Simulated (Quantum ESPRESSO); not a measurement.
# Ta4Al (Im-3m) in Quantum ESPRESSO: notebook, part 3 of 4

Quantum ESPRESSO 7.5. Earlier steps stand in the parts before.

## 5. Phonons, LDA, target pressure 50 GPa, at which the enthalpy is minimised

pw.in reads:

```
&CONTROL
  calculation = 'scf'
  prefix = 'pwscf'
  outdir = './tmp'
  pseudo_dir = './pseudo'
  tprnfor = .true.
  tstress = .true.
  disk_io = 'low'
/
&SYSTEM
  ibrav = 0
  nat = 5
  ntyp = 2
  ecutwfc = 58
  nbnd = 37
  occupations = 'smearing'
  smearing = 'mv'
  degauss = 0.01469973
/
&ELECTRONS
  conv_thr = 1d-09
  electron_maxstep = 120
  mixing_beta = 0.5
/
ATOMIC_SPECIES
Ta   180.9479 Ta.upf
Al    26.9815 Al.upf
CELL_PARAMETERS angstrom
  -2.9649000000    2.9649000000    2.9649000000
   2.9649000000   -2.9649000000    2.9649000000
   2.9649000000    2.9649000000   -2.9649000000
ATOMIC_POSITIONS crystal
Ta     0.0000000000    0.0000000000    0.5000000000
Ta     0.5000000000    0.0000000000    0.0000000000
Ta     0.5000000000    0.5000000000    0.5000000000
Ta     0.0000000000    0.5000000000    0.0000000000
Al     0.0000000000    0.0000000000    0.0000000000
K_POINTS automatic
5 5 5 0 0 0
```

relax.in reads:

```
&CONTROL
  calculation = 'vc-relax'
  prefix = 'pwscf'
  outdir = './tmp'
  pseudo_dir = './pseudo'
  tprnfor = .true.
  tstress = .true.
  disk_io = 'low'
  nstep = 40
  forc_conv_thr = 0.0001
  etot_conv_thr = 1d-06
/
&SYSTEM
  ibrav = 0
  nat = 5
  ntyp = 2
  ecutwfc = 58
  nbnd = 37
  occupations = 'smearing'
  smearing = 'mv'
  degauss = 0.01469973
/
&ELECTRONS
  conv_thr = 1d-09
  electron_maxstep = 120
  mixing_beta = 0.5
/
&IONS
  ion_dynamics = 'bfgs'
/
&CELL
  cell_dynamics = 'bfgs'
  press = 500
  press_conv_thr = 0.2
/
ATOMIC_SPECIES
Ta   180.9479 Ta.upf
Al    26.9815 Al.upf
CELL_PARAMETERS angstrom
  -2.9649000000    2.9649000000    2.9649000000
   2.9649000000   -2.9649000000    2.9649000000
   2.9649000000    2.9649000000   -2.9649000000
ATOMIC_POSITIONS crystal
Ta     0.0000000000    0.0000000000    0.5000000000
Ta     0.5000000000    0.0000000000    0.0000000000
Ta     0.5000000000    0.5000000000    0.5000000000
Ta     0.0000000000    0.5000000000    0.0000000000
Al     0.0000000000    0.0000000000    0.0000000000
K_POINTS automatic
5 5 5 0 0 0
```

scf2.in reads:

```
&CONTROL
  calculation = 'scf'
  prefix = 'pwscf'
  outdir = './tmp'
  pseudo_dir = './pseudo'
  tprnfor = .true.
  tstress = .true.
  disk_io = 'low'
/
&SYSTEM
  ibrav = 0
  nat = 5
  ntyp = 2
  ecutwfc = 58
  nbnd = 37
  occupations = 'smearing'
  smearing = 'mv'
  degauss = 0.01469973
/
&ELECTRONS
  conv_thr = 1d-13
  electron_maxstep = 120
  mixing_beta = 0.5
  startingpot = 'file'
  startingwfc = 'file'
/
ATOMIC_SPECIES
Ta   180.9479 Ta.upf
Al    26.9815 Al.upf
CELL_PARAMETERS angstrom
  -2.6878268570    2.6878268570    2.6878268570
   2.6878268570   -2.6878268570    2.6878268570
   2.6878268570    2.6878268570   -2.6878268570
ATOMIC_POSITIONS crystal
Ta     0.0000000000    0.0000000000    0.5000000000
Ta     0.5000000000    0.0000000000    0.0000000000
Ta     0.5000000000    0.5000000000    0.5000000000
Ta     0.0000000000    0.5000000000    0.0000000000
Al     0.0000000000    0.0000000000    0.0000000000
K_POINTS automatic
5 5 5 0 0 0
```

ph.in reads:

```
phonons of Ta4Al
&INPUTPH
  prefix = 'pwscf'
  outdir = './tmp'
  tr2_ph = 1d-18
  fildyn = 'dyn'
  niter_ph = 90
  alpha_mix(1) = 0.4
/
0.0000000000 0.0000000000 0.0000000000
```

dynmat.in reads:

```
&INPUT
  fildyn = 'dyn'
  asr = 'crystal'
  filout = 'dynmat.disp'
  fileig = 'dynmat.eig'
/
```

Potentials or basis: PseudoDojo 0.4.1 SR LDA standard.

Launch:

```
$ OMP_NUM_THREADS=1 mpirun -n 4 pw.x -nk 2 -in pw.in > pw.out
$ OMP_NUM_THREADS=1 mpirun -n 4 pw.x -nk 2 -in relax.in > relax.out
$ OMP_NUM_THREADS=1 mpirun -n 4 pw.x -nk 2 -in scf2.in > scf2.out
$ OMP_NUM_THREADS=1 mpirun -n 4 ph.x -nk 2 -in ph.in > ph.out
$ OMP_NUM_THREADS=1 mpirun -n 1 dynmat.x -in dynmat.in > dynmat.out
```

pw.out:

```text
This program is part of the open-source Quantum ESPRESSO suite
     for quantum simulation of materials; please cite
[... 6 lines left out ...]
     using ibrav=0 with symmetry is DISCOURAGED, use correct ibrav instead

     K-points division:     npool     =       2
     Subspace diagonalization in iterative solution of the eigenvalue problem:
     a serial algorithm will be used

     --------------------
     sticks:   dense  smooth     PW     G-vecs:    dense   smooth      PW
     Min         818     818    233                20953    20953    3181
     Max         819     819    234                20954    20954    3182
     Sum        1637    1637    467                41907    41907    6363

     Using Slab Decomposition

     bravais-lattice index     =            0
     lattice parameter (alat)  =       9.7044  a.u.
     unit-cell volume          =     703.5367 (a.u.)^3
     number of atoms/cell      =            5
     number of atomic types    =            2
     number of electrons       =        55.00
     number of Kohn-Sham states=           37
     kinetic-energy cutoff     =      58.0000  Ry
     charge density cutoff     =     232.0000  Ry
     scf convergence threshold =      1.0E-09
     mixing beta               =       0.5000
     number of iterations used =            8  plain     mixing
     Exchange-correlation= SLA  PW   NOGX NOGC
                           (   1   4   0   0   0   0   0)
[... 200 lines left out ...]

          k = 0.0000-0.1732 0.5196 (  5265 PWs)   bands (ev):

   -54.6156 -54.5997 -54.5937 -54.5588 -21.4266 -21.3026 -21.2962 -21.2454
   -21.1809 -21.0947 -20.9752 -20.9609 -20.8296 -20.8141 -20.7709 -20.7359
     6.3783   8.5931   9.3800  10.1883  10.5473  11.3208  11.5386  11.9074
    11.9780  12.3165  12.6402  12.7350  13.4461  14.6605  14.6794  14.8753
    15.0689  15.6120  15.9983  16.1458  16.7727

          k =-0.6928-0.1732-0.1732 (  5261 PWs)   bands (ev):

   -54.6046 -54.6046 -54.6046 -54.5540 -21.4405 -21.2879 -21.2879 -21.2370
   -21.2308 -21.2308 -20.8538 -20.8507 -20.8507 -20.7878 -20.7878 -20.7846
     7.0390   8.4535   8.4535  10.2041  11.0428  11.2811  11.2811  11.9122
    11.9122  12.0580  12.4940  12.4940  14.0053  14.0053  14.7146  14.8585
    15.5648  15.5648  16.0268  17.0448  17.0448

          k = 0.0000 0.0000 0.6928 (  5254 PWs)   bands (ev):

   -54.6106 -54.6045 -54.6045 -54.5481 -21.4915 -21.3466 -21.3134 -21.2753
   -21.2753 -21.2184 -20.8355 -20.8355 -20.7909 -20.7529 -20.7529 -20.7272
     7.3132   8.4234   8.4234   9.3419  10.8068  11.2470  11.2470  11.6078
    11.9308  11.9308  12.3887  12.6465  14.1266  14.3994  14.3994  15.1177
    15.1177  15.3013  16.7858  17.6258  17.6336

     the Fermi energy is    13.2093 ev

!    total energy              =    -525.60245938 Ry
     estimated scf accuracy    <          6.8E-10 Ry
     smearing contrib. (-TS)   =       0.00160126 Ry
     internal energy E=F+TS    =    -525.60406064 Ry

     The total energy is F=E-TS. E is the sum of the following terms:
     one-electron contribution =    -132.05568271 Ry
     hartree contribution      =      82.17533175 Ry
     xc contribution           =    -119.30849003 Ry
     ewald contribution        =    -356.41521966 Ry

     convergence has been achieved in   9 iterations

     Forces acting on atoms (cartesian axes, Ry/au):

     atom    1 type  1   force =     0.00000000   -0.00000000    0.00000000
     atom    2 type  1   force =    -0.00000000    0.00000000   -0.00000000
     atom    3 type  1   force =    -0.00000000   -0.00000000   -0.00000000
     atom    4 type  1   force =    -0.00000000   -0.00000000   -0.00000000
     atom    5 type  2   force =    -0.00000000   -0.00000000    0.00000000

     Total force =     0.000000     Total SCF correction =     0.000000

     Computing stress (Cartesian axis) and pressure

          total   stress  (Ry/bohr**3)                   (kbar)     P=      -88.81
  -0.00060369  -0.00000000  -0.00000000          -88.81       -0.00       -0.00
  -0.00000000  -0.00060369  -0.00000000           -0.00      -88.81       -0.00
  -0.00000000  -0.00000000  -0.00060369           -0.00       -0.00      -88.81

=------------------------------------------------------------------------------=
   JOB DONE.
=------------------------------------------------------------------------------=
```

relax.out:

```text
This program is part of the open-source Quantum ESPRESSO suite
     for quantum simulation of materials; please cite
[... 6 lines left out ...]
     using ibrav=0 with symmetry is DISCOURAGED, use correct ibrav instead

     K-points division:     npool     =       2
[... 1340 lines left out ...]
   0.00339953  -0.00000000  -0.00000000          500.09       -0.00       -0.00
  -0.00000000   0.00339953  -0.00000000           -0.00      500.09       -0.00
  -0.00000000  -0.00000000   0.00339953           -0.00       -0.00      500.09

=------------------------------------------------------------------------------=
   JOB DONE.
=------------------------------------------------------------------------------=
```

Run time: 6.8 min. Hardware: 4 MPI ranks of Arm Neoverse V2, shared host; peak memory 0.32 GiB.

What came out:

```
Free energy                            : -7148.8262 eV
Relaxed volume                         : 15.53 Å³/atom
Relaxed cell                           : a = 4.655 Å, b = 4.655 Å, c = 4.655 Å, α = 109.47°, β = 109.47°, γ = 109.47°
Space group after relaxing (to 0.05 Å) : Im-3m (No. 229)
Pressure after relaxing                : 50.0 GPa
Band gap on the k mesh                 : none (metal or under the smearing width)
Highest phonon frequency at Γ          : 589 cm⁻¹
Most unstable mode                     : 142i cm⁻¹
```

Step by step:
```
step  energy change (eV)  largest force (eV/Å)  pressure (GPa)  volume (Å³)
   1              0.0000                0.0000           -8.88       104.25
   2              2.4219                0.0000           50.84        77.47
   3              2.3345                0.0000           49.71        77.74
   4              2.3571                0.0000           50.00        77.67
   5              2.3571                0.0000           50.00        77.67
```

Final structure:
```yaml
crystal:
  lattice:
    - [-2.68783, 2.68783, 2.68783]
    - [2.68783, -2.68783, 2.68783]
    - [2.68783, 2.68783, -2.68783]
  atoms:
    - { symbol: Ta, position: [0.00000, 0.00000, 0.50000] }
    - { symbol: Ta, position: [0.50000, 0.00000, 0.00000] }
    - { symbol: Ta, position: [0.50000, 0.50000, 0.50000] }
    - { symbol: Ta, position: [0.00000, 0.50000, 0.00000] }
    - { symbol: Al, position: [0.00000, 0.00000, 0.00000] }
```

Levels at points of the mesh, in eV from the Fermi level:
```
           k point  band 24  band 25  band 26  band 27  band 28  band 29  band 30  band 31
(0.00, 0.00, 0.00)    -2.53    -2.53     1.49     1.49     1.49     1.72     1.72     1.72
```

Phonon frequencies in cm⁻¹ (negative: imaginary):
```
              q point                                              frequencies
(0.000, 0.000, 0.000)  -142 -142 1 1 1 127 169 169 169 186 186 186 589 589 589
```

Optical modes at Γ, degenerate ones joined:
| cm⁻¹ | components | symmetry | active in |
| --- | --- | --- | --- |
| 142i | 2 | Eu | silent |
| 127 | 1 | A2u | silent |
| 169 | 3 | T1u | IR |
| 186 | 3 | T2u | silent |
| 589 | 3 | T1u | IR |

Caveat: the mesh is thin for the phonons of a metal; some modes are imaginary; the volume moved by over 15 % at a fixed basis, so the end points are rough; the cell is more than 3 GPa from zero pressure, which shifts response properties.

(Continued in part 4 of 4.)
